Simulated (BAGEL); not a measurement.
**GeHF (SMILES [F][GeH]) at NEVPT2(12,9)/6-31G(d) (density fitting with cc-pvqz-jkfit, spherical functions)**

Aim: the vertical singlet–triplet gap of GeHF at NEVPT2(12,9)/6-31G* (density fitting with cc-pvqz-jkfit, spherical functions), from 2 runs. 

Program for the calculation: BAGEL 1.2.2.

3 further runs of the same task are left out: 1 that didn't finish, 2 set aside as unsound or not needed. Runs told in other sessions of the task aren't counted.

**1. Starting point**

GeHF: 3 atoms, total charge 0, spin state singlet. SMILES: `[F][GeH]`. The coordinates come from a PBE0-D4/def2-TZVP relaxation.

Bond lengths: F1–Ge2 1.757 Å, Ge2–H3 1.609 Å. Angles: F1–Ge2–H3 94.2°.

**2. The energy at NEVPT2(12,9)/6-31G(d) (density fitting with cc-pvqz-jkfit, spherical functions)**

The input, input.json:

```json
{ "bagel": [

{
  "title": "molecule",
  "basis": "6-31gs.json",
  "df_basis": "cc-pvqz-jkfit",
  "angstrom": true,
  "geometry": [
    { "atom": "F", "xyz": [    0.672100,    1.012600,    0.469700 ] },
    { "atom": "Ge", "xyz": [   -0.657900,    0.195200,   -0.335600 ] },
    { "atom": "H", "xyz": [   -0.025200,   -1.272700,   -0.147400 ] }
  ]
},
{ "title": "hf" },
{ "title": "casscf", "nstate": 1, "nact": 9, "nclosed": 15, "maxiter": 200, "natocc": true },
{ "title": "nevpt2", "nstate": 1, "nact": 9, "nclosed": 15, "maxiter": 200, "natocc": true, "ncore": 10 },
{ "title": "print", "file": "orbitals.molden", "orbitals": true }

]}
```

The basis set 6-31G* is read from a file made from the Basis Set Exchange's data (not shown).

Launch:

```sh
$ BAGEL_NUM_THREADS=1 BAGEL input.json > input.out
```

Output:

```text
* using 1 threads per process

  ===============================================================
  ===============================================================

  *** Geometry ***

  { "atom" : "F", "xyz" : [      1.270085,      1.913537,      0.887604 ] },
  { "atom" : "Ge", "xyz" : [     -1.243251,      0.368875,     -0.634192 ] },
  { "atom" : "H", "xyz" : [     -0.047621,     -2.405054,     -0.278546 ] },

  Number of auxiliary basis functions:      375

  Since a DF basis is specified, we compute 2- and 3-index integrals:
    o Being stored without compression. Storage requirement is 0.007 GB

  Number of basis functions:       48
  Number of electrons      :       42

    * METHOD: MOLECULE                             0.12

  *** RHF ***

  === Nuclear Repulsion ===
    99.2126403574

      * DIIS with orbital gradients will be used.

  === RHF iteration (6-31gs.json) ===
      0      -2174.95715472          0.02529889           0.02
      1      -2175.02486110          0.02021829           0.02
      2      -2175.09351403          0.00114732           0.02
      3      -2175.09428771          0.00040721           0.02
      4      -2175.09434963          0.00015784           0.02
      5      -2175.09436348          0.00004168           0.02
      6      -2175.09436467          0.00000867           0.02
      7      -2175.09436472          0.00000236           0.02
      8      -2175.09436472          0.00000065           0.02
      9      -2175.09436472          0.00000025           0.02
     10      -2175.09436472          0.00000008           0.02
     11      -2175.09436472          0.00000003           0.02
     12      -2175.09436472          0.00000001           0.02
    * SCF iteration converged.

    * Permanent dipole moment:
           (    0.595575,     0.428679,     0.367190) a.u.

    * METHOD: HF                                   0.36

  ---------------------------
      CASSCF calculation
  ---------------------------

    * nstate   :      1
    * nclosed  :     15
    * nact     :      9
    * nvirt    :     24
  === CASSCF iteration (6-31gs.json) ===

    * Using the second-order algorithm

      0  0     -2175.10847645     2.08e-03      0.07

      1  0     -2175.14671126     4.57e-03      0.17

      2  0     -2175.15852985     2.32e-03      0.18

      3  0     -2175.16341860     2.02e-03      0.18

      4  0     -2175.17340753     2.04e-03      0.17

[... 81 lines of this table left out ...]

     46  0     -2175.19470624     1.15e-08      0.15

     47  0     -2175.19470624     9.57e-09      0.15

    * Second-order optimization converged. *

     guess   0:   closed 111111...            open .........

  === FCI iteration ===

      0  0     -2175.09241126     7.09e-03      0.00
      1  0     -2175.18889649     2.03e-03      0.00
      2  0     -2175.19427819     5.29e-04      0.00
      3  0     -2175.19468259     1.16e-04      0.00
      4  0     -2175.19470509     2.74e-05      0.00
      5  0     -2175.19470621     4.52e-06      0.00
      6  0     -2175.19470624     1.27e-06      0.00
      7  0     -2175.19470624     3.32e-07      0.00
      8  0     -2175.19470624     7.43e-08      0.00
      9  0     -2175.19470624     1.68e-08      0.00
     10  0     -2175.19470624     3.01e-09      0.00
     11  0     -2175.19470624     6.29e-10      0.00
     12  0     -2175.19470624     1.26e-10      0.00
     13  0 *   -2175.19470624     2.78e-11      0.00

     * ci vector, state   0, <S^2> = 0.0000
       222222...    -0.9848130251
       22222.2..     0.0699690939
       2222.2.2.     0.0609137704

    * METHOD: CASSCF                               8.06

    * freezing 10 orbitals

  === DF-NEVPT2 calculation ===

    * 3-index integral transformation done
    * assembly done

      NEVPT2 correlation energy:   -0.2770429991      0.06

          (+0)     -0.1492882550
          (+0)'    -0.0014557820
          (+1)     -0.0025041494
          (+1)'    -0.0000770136
          (+2)     -0.0000407288
          (-1)     -0.0133116611
          (-1)'    -0.0384869456
          (-2)     -0.0718784635

      NEVPT2 total energy:       -2175.4717492415

    * METHOD: NEVPT2                              22.35

    * METHOD: PRINT                                0.01

  ===============================================================
```

Wall time 31 s (1 thread of Arm Neoverse V1, shared host); peak memory 1.3 GiB.

**3. The triplet, same level**

The input, calc.json:

```json
{ "bagel": [

{
  "title": "molecule",
  "basis": "6-31gs.json",
  "df_basis": "cc-pvqz-jkfit",
  "angstrom": true,
  "geometry": [
    { "atom": "F", "xyz": [    0.672100,    1.012600,    0.469700 ] },
    { "atom": "Ge", "xyz": [   -0.657900,    0.195200,   -0.335600 ] },
    { "atom": "H", "xyz": [   -0.025200,   -1.272700,   -0.147400 ] }
  ]
},
{ "title": "hf" },
{ "title": "casscf", "nstate": 1, "nact": 9, "nclosed": 15, "nspin": 2, "maxiter": 200, "natocc": true },
{ "title": "nevpt2", "nstate": 1, "nact": 9, "nclosed": 15, "nspin": 2, "maxiter": 200, "natocc": true, "ncore": 10 },
{ "title": "print", "file": "orbitals.molden", "orbitals": true }

]}
```

The basis set 6-31G* is read from a file made from the Basis Set Exchange's data (not shown).

Launch:

```sh
$ BAGEL_NUM_THREADS=1 BAGEL calc.json > calc.out
```

Output:

```text
* using 1 threads per process

  ===============================================================
  ===============================================================

  *** Geometry ***

  { "atom" : "F", "xyz" : [      1.270085,      1.913537,      0.887604 ] },
  { "atom" : "Ge", "xyz" : [     -1.243251,      0.368875,     -0.634192 ] },
  { "atom" : "H", "xyz" : [     -0.047621,     -2.405054,     -0.278546 ] },

  Number of auxiliary basis functions:      375

  Since a DF basis is specified, we compute 2- and 3-index integrals:
    o Being stored without compression. Storage requirement is 0.007 GB

  Number of basis functions:       48
  Number of electrons      :       42

    * METHOD: MOLECULE                             0.12

  *** RHF ***

  === Nuclear Repulsion ===
    99.2126403574

      * DIIS with orbital gradients will be used.

  === RHF iteration (6-31gs.json) ===
      0      -2174.95715472          0.02529889           0.02
      1      -2175.02486110          0.02021829           0.02
      2      -2175.09351403          0.00114732           0.02
      3      -2175.09428771          0.00040721           0.02
      4      -2175.09434963          0.00015784           0.02
      5      -2175.09436348          0.00004168           0.02
      6      -2175.09436467          0.00000867           0.02
      7      -2175.09436472          0.00000236           0.02
      8      -2175.09436472          0.00000065           0.02
      9      -2175.09436472          0.00000025           0.02
     10      -2175.09436472          0.00000008           0.02
     11      -2175.09436472          0.00000003           0.02
     12      -2175.09436472          0.00000001           0.02
    * SCF iteration converged.

    * Permanent dipole moment:
           (    0.595575,     0.428679,     0.367190) a.u.

    * METHOD: HF                                   0.38

  ---------------------------
      CASSCF calculation
  ---------------------------

    * nstate   :      1
    * nclosed  :     15
    * nact     :      9
    * nvirt    :     24
  === CASSCF iteration (6-31gs.json) ===

    * Using the second-order algorithm

      0  0     -2175.02425328     8.57e-03      0.05

      1  0     -2175.06079461     2.52e-03      0.17

      2  0     -2175.08215672     1.54e-03      0.16

      3  0     -2175.08373311     5.47e-04      0.17

      4  0     -2175.08407109     3.88e-04      0.16

[... 75 lines of this table left out ...]

     43  0     -2175.09409669     1.13e-08      0.14

     44  0     -2175.09409669     8.86e-09      0.14

    * Second-order optimization converged. *

     guess   0:   closed 11111....            open .....11..

  === FCI iteration ===

      0  0     -2175.03315712     6.15e-03      0.00
      1  0     -2175.09003730     1.70e-03      0.00
      2  0     -2175.09361442     5.49e-04      0.00
      3  0     -2175.09404954     1.47e-04      0.00
      4  0     -2175.09408663     6.40e-05      0.00
      5  0     -2175.09409526     2.85e-05      0.00
      6  0     -2175.09409650     1.05e-05      0.00
      7  0     -2175.09409668     3.07e-06      0.00
      8  0     -2175.09409669     8.76e-07      0.00
      9  0     -2175.09409669     3.67e-07      0.00
[... 5 lines of this table left out ...]
     15  0     -2175.09409669     1.40e-09      0.00
     16  0     -2175.09409669     3.77e-10      0.00
     17  0     -2175.09409669     1.07e-10      0.00
     18  0 *   -2175.09409669     3.12e-11      0.00

     * ci vector, state   0, <S^2> = 2.0000
       22222aa..     0.9883757587
       2222.aa2.    -0.0745538646
       222.2aa.2    -0.0525148223

    * METHOD: CASSCF                               7.20

    * freezing 10 orbitals

  === DF-NEVPT2 calculation ===

    * 3-index integral transformation done
    * assembly done

      NEVPT2 correlation energy:   -0.3144483237      0.06

          (+0)     -0.1522177973
          (+0)'    -0.0028401216
          (+1)     -0.0026235259
          (+1)'    -0.0001640245
          (+2)     -0.0000627875
          (-1)     -0.0078457357
          (-1)'    -0.0673287609
          (-2)     -0.0813655702

      NEVPT2 total energy:       -2175.4085450185

    * METHOD: NEVPT2                              21.23

    * METHOD: PRINT                                0.01

  ===============================================================
```

Wall time 29 s (1 thread of Arm Neoverse V1, shared host); peak memory 1.2 GiB.

**4. What came out**

Level: NEVPT2(12,9)/6-31G* (density fitting with cc-pvqz-jkfit, spherical functions), 10 core orbitals frozen.

```
                                        quantity           value
                           singlet: total energy  -2175.47175 Eh
                           triplet: total energy  -2175.40855 Eh
vertical energy of the triplet above the singlet        1.720 eV
```

**Reading.** At this shape the triplet lies 1.72 eV (166 kJ/mol) above the singlet.
